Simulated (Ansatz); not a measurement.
# BN, space group F-43m: a single point from a YAML input

Computed with Ansatz 0.2.0 through its Python package.

Contents of `scf.yaml`:
```yaml
crystal:
  lattice:
    - [0.0, 1.8075, 1.8075]
    - [1.8075, 0.0, 1.8075]
    - [1.8075, 1.8075, 0.0]
  atoms:
    - { symbol: B, position: [0.0, 0.0, 0.0] }
    - { symbol: "N", position: [0.25, 0.25, 0.25] }
kpoints:
  mp_grid: { grid: [8, 8, 8] }
hamiltonian:
  xc: r2scan
scf:
  occupations: { method: fixed }
basis:
  ecutwfc: "37 Ry"
output:
  forces: true
  stress: true
```

Notebook, run cell by cell (the value of a cell's last expression is shown):

**Cell 1**
```python
import ansatz as az
import numpy as np
import pandas as pd
import yaml

with open("scf.yaml") as handle:
    tree = yaml.safe_load(handle)
print("sections:", list(tree))
outcome = az.Session.from_dict(tree).plan(threads=1).execute()
rep = outcome.report
```
Output:
```text
sections: ['crystal', 'kpoints', 'hamiltonian', 'scf', 'basis', 'output']
```

**Cell 2**
```python
rep["free_energy_ev"]
```
Output:
```text
-544.0061410674731
```

**Cell 3**
```python
rep["published_state_doubts"]
```
Output:
```text
[]
```

**Cell 4**
```python
outcome.lattice.cell_ang
```
Output:
```text
array([[0.    , 1.8075, 1.8075],
       [1.8075, 0.    , 1.8075],
       [1.8075, 1.8075, 0.    ]])
```

**Cell 5**
```python
print("%-22s %14.5f eV" % ("F = E - TS", rep["free_energy_ev"]))
print("%-22s %14.5f eV" % ("E", rep["internal_energy_ev"]))
print("%-22s %14.5f eV" % ("Harris-Foulkes", rep["harris_foulkes_ev"]))
print("%-22s %14.5f eV" % ("Fermi level", rep["fermi_energy_ev"]))
```
Output:
```text
F = E - TS                 -544.00614 eV
E                          -544.00614 eV
Harris-Foulkes             -544.00614 eV
Fermi level                  11.00915 eV
```

**Cell 6**
```python
print("pressure by term (GPa)")
for term, tensor in rep["stress_terms_gpa"].items():
    if np.any(tensor):
        print(f"  {term:28s} {np.trace(np.array(tensor)) / 3:12.3f}")
print(f"  {'total':28s} {np.trace(np.array(rep['stress_gpa'])) / 3:12.3f}")
```
Output:
```text
pressure by term (GPa)
  kinetic                          1681.289
  hartree                           224.451
  ewald                           -1620.592
  local_pseudopotential             -88.601
  nonlocal_pseudopotential           66.100
  augmentation                      119.902
  nlcc                              -45.383
  xc                               -338.925
  augmentation_tail                  -0.003
  scf_correction                     -0.006
  pulay_correction                    0.068
  total                              -1.699
```

**Cell 7**
```python
table = pd.DataFrame(rep["forces_ev_ang"], columns=["fx", "fy", "fz"])
table.insert(0, "atom", [site["symbol"] for site in rep["lattice"]["sites"]])
table.round(4)
```
Output:
```text
  atom   fx   fy   fz
0    B  0.0 -0.0 -0.0
1    N -0.0 -0.0  0.0
```

Notes:
- Total energies depend on the potentials; only differences at equal settings carry meaning. A total without «per atom» is that of the cell as typed.
- An absolute Fermi energy rests on an arbitrary zero of the periodic potential and has no direct meaning.
- Pressure is positive in compression.
- The structure is a deposited one; some such entries were measured under pressure or heat, so a shift against it needn't be the functional's error alone.
- Hardware and time: 1.4 s on 1 thread of Arm Neoverse V2, with other jobs on the host, peak memory 0.38 GiB.

(Lines on the test bed's own set-up are left out of the output.)
